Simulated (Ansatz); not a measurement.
This script drives the Python package of Ansatz (0.2.0).

`c2h5alclf.py`:
```python
'''Dispersion corrections for C2H5AlClF.'''

import logging
import sys
import warnings

import ansatz as az

logging.basicConfig(stream=sys.stdout, format='%(levelname)s:%(name)s:%(message)s')
logger = logging.getLogger('ansatz_job')
logger.setLevel(logging.INFO)

warnings.simplefilter('ignore', az.DeckWarning)

geometry_ang = [
    ('F', [-0.3198, -0.6566, 1.7732]),
    ('C', [0.4355, -0.8748, 0.6673]),
    ('Cl', [0.6946, -2.6256, 0.5575]),
    ('C', [-0.1593, -0.3747, -0.616]),
    ('Al', [-0.4776, 1.5959, -0.6376]),
    ('H', [1.4164, -0.3461, 0.8031]),
    ('H', [0.4202, -0.6485, -1.4861]),
    ('H', [-1.1905, -0.8478, -0.7298]),
    ('H', [-1.571, 2.2246, 0.4141]),
    ('H', [0.8345, 2.5026, -0.7426]),
]
system = az.Crystal.molecule()
for symbol, xyz in geometry_ang:
    system = system.atom(symbol, xyz)

job = system.calculation().basis(gaussian='def2-SVP')
for name in ['r2scan', 'b3lyp']:
    for correction in ('d3bj', 'd4'):
        summary = job.functional(name, dispersion=correction).run().report
        logger.info(f'{name:8s} {correction:5s} total {summary["free_energy_ev"]:.5f} eV, of which dispersion {1000 * summary["dispersion"]["energy"]["ev"]:.2f} meV')
```

It is started by `python c2h5alclf.py`. How long does it take on 1 thread of Arm Neoverse V2 (shared host), and how much memory does it need?

It took about 20 s, with a peak of 0.29 GiB, for 4 runs of the engine.

```console
$ python c2h5alclf.py
INFO:ansatz_job:r2scan   d3bj  total -23977.24156 eV, of which dispersion -59.02 meV
INFO:ansatz_job:r2scan   d4    total -23977.23385 eV, of which dispersion -51.31 meV
INFO:ansatz_job:b3lyp    d3bj  total -23982.59852 eV, of which dispersion -377.04 meV
INFO:ansatz_job:b3lyp    d4    total -23982.56043 eV, of which dispersion -338.95 meV
```

Caveats:
- Total energies depend on the basis set; only differences at equal settings carry meaning.
- The geometry is a force-field or estimated start, not a minimum of this method, and the basis set is short of its limit. D4 holds the three-body term, and d3bj doesn't.
- b3lyp holds the VWN-RPA fit, as in Gaussian; the form of ORCA and Turbomole is b3lyp5.
- A dispersion term here runs with damping parameters fitted for another variant or functional.
- The script silences the warnings on its input, which a real study should read.
